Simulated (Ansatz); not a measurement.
# Mn2V2O7 (C2/m) in Ansatz: relaxation of cell and atoms with PBEsol

Aim: the relaxation of cell and atoms of Mn2V2O7 with PBEsol.

All numbers are computed with Ansatz 0.2.0; they aren't measurements. Logs are shortened: lines on timing, memory, paths and dates and some standing lists are left out, and cuts for length are marked.

## (1) The crystal as given

The structure is monoclinic, space group C2/m (No. 12). The conventional cell has a = 6.719 Å, b = 8.719 Å, c = 4.966 Å, α = 90.00°, β = 103.60°, γ = 90.00°. Around Mn (site symmetry 2) lie 6 O at 2.11 to 2.31 Å. V (site symmetry m) has 4 O at 1.68 to 1.78 Å as nearest neighbours. O (site symmetry 1) has 1 V at 1.68 Å as nearest neighbours. O (site symmetry m) is surrounded by 1 V at 1.71 Å. Around O (site symmetry 2/m) lie 2 V at 1.78 Å.

## (2) Relaxation of cell and atoms, PBEsol, collinear spin, ferromagnetic start

input.yaml reads:

```yaml
crystal:
  lattice:
    - [3.3595, -4.3595, 0.0]
    - [3.3595, 4.3595, 0.0]
    - [-1.1677157337, 0.0, 4.8267583289]
  atoms:
    - { symbol: Mn, position: [0.311, 0.689, 0.5], spin: 4.0 }
    - { symbol: Mn, position: [0.689, 0.311, 0.5], spin: 4.0 }
    - { symbol: V, position: [0.761, 0.761, 0.097], spin: 2.0 }
    - { symbol: V, position: [0.239, 0.239, 0.903], spin: 2.0 }
    - { symbol: O, position: [0.392, 0.07, 0.714] }
    - { symbol: O, position: [0.93, 0.608, 0.286] }
    - { symbol: O, position: [0.608, 0.93, 0.286] }
    - { symbol: O, position: [0.07, 0.392, 0.714] }
    - { symbol: O, position: [0.59, 0.59, 0.781] }
    - { symbol: O, position: [0.41, 0.41, 0.219] }
    - { symbol: O, position: [0.0, 0.0, 0.0] }
hamiltonian:
  xc: pbesol
  pseudopotentials: { kind: paw }
magnetization:
  spin_polarized: true
kpoints:
  mp_grid: { grid: [5, 5, 6] }
scf:
  occupations: { method: fermi_dirac, width: 0.05 }
output:
  forces: true
  stress: true
  eigenvalues: true
relax:
  f_tol: 0.01
  max_steps: 40
  cell: { stress_tol: 0.05 }
```

Potentials or basis: Ansatz PAW.

Launch:

```
$ ansatz run input.yaml --threads 4 --pin off --max-ram 11264MiB --backend cpu --events-out ev --progress --plain --runs-dir out
```

Standard output:

```text
Warning: RAYON_NUM_THREADS=4 ignored (pool sized by the plan → 4); use --threads N
Engine: ansatz 0.2.0, aarch64-unknown-linux-gnu
Pseudopotentials: kind: paw
Pseudopotential: Mn, paw, valence charge 15, recommended cutoff 420 eV (normal), Mn.paw.azcp
Pseudopotential: V, paw, valence charge 13, recommended cutoff 420 eV (normal), V.paw.azcp
Pseudopotential: O, paw, valence charge 6, recommended cutoff 420 eV (normal), O.paw.azcp
Functional definition: PBEsol
  exchange = pbesol_x
  correlation = pbesol_c
Crystal: 11 atoms, lattice volume = 141.383 Å³
Basis set: ecut = 420 eV, 2769 PW (Γ), exchange–correlation on 80×80×72 points (8 copies of the dense FFT grid, shifted against one another)
Bands: 66, of which v1, the nominal top of the filled ones, is band 49 counted from 1 (48 counted from 0)
Symmetry: 4 space group operations
Space group: C2/m (ITA 12), of the structure as read, at distance tolerance 5.2e-5 Å
Magnetic group: BNS 12.58 (UNI 65), of the structure as read, at distance tolerance 5.2e-5 Å
k-points: 48 of 150
Non-local potential: Mn, projectors of the file, l = 0: 3, l = 1: 2, l = 2: 3, l = 3: 1
Non-local potential: V, projectors of the file, l = 0: 3, l = 1: 2, l = 2: 3, l = 3: 1
Non-local potential: O, projectors of the file, l = 0: 2, l = 1: 2, l = 2: 1
PAW form: soft (Blöchl's): semilocal exchange-correlation on the pseudo side does not see the compensation charge
PAW frozen core: Mn, regenerated for the run's functional, and the local potential with it (the file was generated under x = pbe(κ = 0.804, μ = 0.2195149727645171), c = pbe(β = 0.06672455060314922))
[... 299 lines left out ...]
  atom   5  O     -0.00001196    -0.00052471     0.00226223
  atom   6  O      0.00001196    -0.00052471    -0.00226223
  atom   7  O      0.00001196     0.00052471    -0.00226223
  atom   8  O     -0.00001196     0.00052471     0.00226223
  atom   9  O     -0.00262866     0.00000000    -0.00261812
  atom  10  O      0.00262866    -0.00000000     0.00261812
  atom  11  O     -0.00000000     0.00000000    -0.00000000
  max |Σ_I F_I| component: 4.34e-19 eV/Å
--- Stress (GPa, compression-positive) ---
       -0.016656       0.000000       0.018202
        0.000000      -0.002352       0.000000
        0.018202       0.000000       0.025933
  P = ⅓ Tr σ = 0.0023 GPa (0.023 kbar)
--- Band table (eV; the first three rows and the last of 96) ---
  k-point 0 ↑: bands = ["-72.4755", "-72.4735", "-57.0130", "-57.0060", "-41.3574", "-41.3533", "-41.3529", "-41.3378", "-41.3292", "-41.3105", "-31.1272", "-31.0569", "-31.0540", "-31.0467", "-31.0278", "-30.9867", "-11.0418", "-9.8492", "-9.8375", "-9.8334", "-9.7505", "-9.6285", "-9.5040", "1.5949", "1.6124", "1.8209", "2.0757", "2.1390", "2.4801", "2.5446", "3.4283", "3.5012", "3.6029", "3.6560", "3.6884", "3.7422", "3.8348", "4.1142", "4.9464", "4.9682", "5.2033", "5.2528", "5.3486", "5.8572", "6.6811", "6.7108", "6.7458", "6.9165", "7.0292", "7.0555", "8.1120", "8.2339", "8.4186", "8.7727", "9.5233", "9.7377", "10.0387", "10.1692", "11.0032", "11.3477", "11.4267", "11.5239", "11.8258", "12.1474", "13.0668", "17.1836"]
  k-point 1 ↑: bands = ["-72.4755", "-72.4735", "-57.0130", "-57.0060", "-41.3574", "-41.3533", "-41.3529", "-41.3378", "-41.3292", "-41.3105", "-31.1272", "-31.0571", "-31.0539", "-31.0467", "-31.0278", "-30.9868", "-10.9754", "-9.9826", "-9.8412", "-9.8152", "-9.7550", "-9.5745", "-9.5126", "1.6574", "1.7001", "1.8189", "2.1075", "2.1815", "2.4468", "2.5976", "3.0621", "3.3618", "3.3988", "3.6447", "3.6502", "3.7965", "4.1281", "4.3138", "4.8390", "4.9495", "5.2378", "5.2385", "5.5412", "5.8094", "6.7151", "6.7260", "6.7445", "6.9229", "7.0695", "7.0748", "7.9561", "8.2988", "8.3696", "8.6574", "9.5497", "9.7074", "9.9364", "10.2568", "11.0942", "11.1944", "11.3166", "11.6409", "11.8537", "12.4789", "13.0293", "16.5410"]
  k-point 2 ↑: bands = ["-72.4755", "-72.4735", "-57.0130", "-57.0060", "-41.3574", "-41.3533", "-41.3529", "-41.3378", "-41.3292", "-41.3105", "-31.1272", "-31.0573", "-31.0539", "-31.0468", "-31.0277", "-30.9871", "-10.7898", "-10.2264", "-9.8595", "-9.8239", "-9.7399", "-9.5312", "-9.5084", "1.8162", "1.8239", "1.9104", "2.1661", "2.2798", "2.4191", "2.6553", "2.6723", "2.9842", "3.2618", "3.4766", "3.5661", "3.9431", "4.3734", "4.5662", "4.7773", "4.8871", "5.2166", "5.3134", "5.7142", "5.7916", "6.7202", "6.7402", "6.8362", "6.9899", "7.1072", "7.1514", "7.8206", "7.9115", "8.5175", "8.6252", "9.3467", "9.5583", "9.9716", "10.3808", "11.0485", "11.2402", "11.3043", "11.7091", "11.8446", "12.9302", "13.2486", "15.4070"]
  k-point 47 ↓: bands = ["-67.9287", "-67.9279", "-56.3921", "-56.3850", "-36.9123", "-36.9012", "-36.8936", "-36.8930", "-36.8636", "-36.8446", "-30.4979", "-30.4944", "-30.4579", "-30.4481", "-30.4464", "-30.3254", "-10.4678", "-10.0906", "-9.9106", "-9.7869", "-9.6749", "-9.5947", "-9.4173", "2.1855", "2.3811", "2.5611", "2.5638", "2.7496", "2.8438", "2.9907", "3.0237", "3.4418", "3.5018", "4.0446", "4.1680", "4.3756", "4.4311", "4.6906", "4.7912", "5.2348", "5.4338", "5.6623", "5.9010", "5.9552", "9.3817", "9.5967", "10.1658", "10.2004", "10.2237", "10.4915", "10.6669", "10.9472", "10.9800", "11.2139", "11.5077", "11.5467", "11.6605", "11.7000", "11.8173", "11.9421", "12.1787", "12.3404", "12.5870", "13.3878", "16.1088", "16.1618"]
--- Relaxed structure (12 steps of the walk, 12 accepted, 2 SCFs on fresh bases) ---
  F+E_penalty+E_count = -17439.00769655 eV   max|allowed force component| = 6.908e-3 eV/Å   (the final SCF, on the basis selected at the relaxed cell)
  cell:  # Å, volume = 132.1139 Å³
    - [3.118692987208125, -4.314818238101912, 0.029939198820461175]
    - [3.118692987208125, 4.314818238101912, 0.02993919882046119]
    - [-1.0409994321998886, -4.412348453870821e-18, 4.898896656492278]
  atoms:
    - { symbol: Mn, position: [0.3141865843862492, 0.6858134156137509, 0.5000000000000001] }
    - { symbol: Mn, position: [0.6858134156137509, 0.3141865843862492, 0.5000000000000001] }
    - { symbol: V, position: [0.7503642112906467, 0.7503642112906467, 0.1078340100884427] }
    - { symbol: V, position: [0.24963578870935343, 0.24963578870935343, 0.8921659899115575] }
    - { symbol: O, position: [0.3939079986435039, 0.057975359933987225, 0.6988136134463057] }
    - { symbol: O, position: [0.9420246400660132, 0.6060920013564964, 0.3011863865536945] }
    - { symbol: O, position: [0.6060920013564964, 0.9420246400660132, 0.30118638655369445] }
    - { symbol: O, position: [0.057975359933987225, 0.3939079986435039, 0.6988136134463057] }
    - { symbol: O, position: [0.574279820507353, 0.574279820507353, 0.7760009398119134] }
    - { symbol: O, position: [0.42572017949264684, 0.42572017949264684, 0.2239990601880869] }
    - { symbol: O, position: [-1.345193512007053e-19, 1.4611457191342006e-19, -1.1435365767624288e-19] }
```

It took 4.4 min on 4 threads of Arm Neoverse V2, shared host; peak memory 0.99 GiB.

Results:

| Item | Value |
| --- | --- |
| Free energy | -17439.0077 eV |
| Relaxed volume | 12.01 Å³/atom |
| Relaxed cell | a = 5.324 Å, b = 5.324 Å, c = 5.008 Å, α = 96.68°, β = 96.68°, γ = 108.28° |
| Space group after relaxing (to 0.05 Å) | C2/m (No. 12) |
| Energy gained by relaxing | 40.1 meV/atom |
| Ionic steps | 14 |
| Pressure after relaxing | 0.0 GPa |
| Largest force after relaxing | 0.007 eV/Å |
| Band gap on the k mesh | 0.06 eV, indirect (least direct gap 0.18 eV) |
| Net moment | 10.00 μB per cell |
| Absolute moment | 10.15 μB per cell |
| Site moments | Mn +3.67; V +0.43; O +0.01, +0.04, -0.01 μB |

Forces in eV/Å, atoms in the order of the input:
```
Mn   0.000 -0.001  0.000
Mn   0.000  0.001  0.000
V   -0.001  0.000  0.007
V    0.001  0.000 -0.007
O    0.000 -0.001  0.002
O    0.000 -0.001 -0.002
O    0.000  0.001 -0.002
O    0.000  0.001  0.002
O   -0.003  0.000 -0.003
O    0.003  0.000  0.003
O    0.000  0.000  0.000
```

The path:
| step | energy change (eV) | largest force (eV/Å) | volume (Å³) |
| --- | --- | --- | --- |
| 1 | 0.0000 | 1.6630 | 141.38 |
| 2 | -0.2270 | 0.8057 | 137.82 |
| 3 | -0.3686 | 0.3693 | 133.96 |
| 4 | -0.4112 | 0.2386 | 133.69 |
| 5 | -0.4516 | 0.1399 | 130.97 |
| 6 | -0.4500 | 0.1727 | 133.11 |
| 7 | -0.4577 | 0.1207 | 132.35 |
| 8 | -0.4571 | 0.1254 | 132.50 |
| 9 | -0.4583 | 0.0117 | 132.48 |
| 10 | -0.4585 | 0.0066 | 132.45 |
| 11 | -0.4404 | 0.0064 | 132.45 |
| 12 | -0.4426 | 0.0198 | 132.11 |
| 13 | -0.4426 | 0.0069 | 132.11 |
| 14 | -0.4411 | 0.0070 | 132.11 |

Final structure:
```
CELL_PARAMETERS angstrom
3.11869 -4.31482 0.02994
3.11869 4.31482 0.02994
-1.04100 0.00000 4.89890
ATOMIC_POSITIONS crystal
Mn 0.31419 0.68581 0.50000
Mn 0.68581 0.31419 0.50000
V 0.75036 0.75036 0.10783
V 0.24964 0.24964 0.89217
O 0.39391 0.05798 0.69881
O 0.94202 0.60609 0.30119
O 0.60609 0.94202 0.30119
O 0.05798 0.39391 0.69881
O 0.57428 0.57428 0.77600
O 0.42572 0.42572 0.22400
O 0.00000 0.00000 0.00000
```

Caveat: odd divisions of the mesh miss points on the zone boundary, where band edges often lie, so the gap on the mesh can be too wide; the plane-wave basis is chosen anew once the cell has moved, so the energies of steps on either side of that aren't comparable; the pressure holds a Pulay correction of +0.7 GPa for the finite cutoff; only a ferromagnetic start was run, and an antiferromagnetic order may lie lower in energy; the PAW data sets come from PBE, with cores solved anew for the run's functional, which leaves a small shift of forces and pressure.

## (3) The reference run

An earlier run on the cell as given: functional PBEsol; potentials or basis Ansatz PAW; cutoff 420 eV (not typed: the program's choice for these potentials); k mesh 5 × 5 × 6; occupations fermi-dirac, width 0.05 eV; collinear spin, ferromagnetic start; starting moments [4.0, 4.0, 2.0, 2.0, 0.0, 0.0, 0.0, 0.0, 0.0, 0.0, 0.0] μB.

* Pressure: -1.7 GPa
* Largest force: 1.663 eV/Å
* Band gap on the k mesh: 0.91 eV, indirect (least direct gap 0.98 eV)
* Net moment: 10.00 μB per cell
* Absolute moment: 10.04 μB per cell
* Site moments: Mn +3.99; V +0.20; O +0.02, +0.03 μB
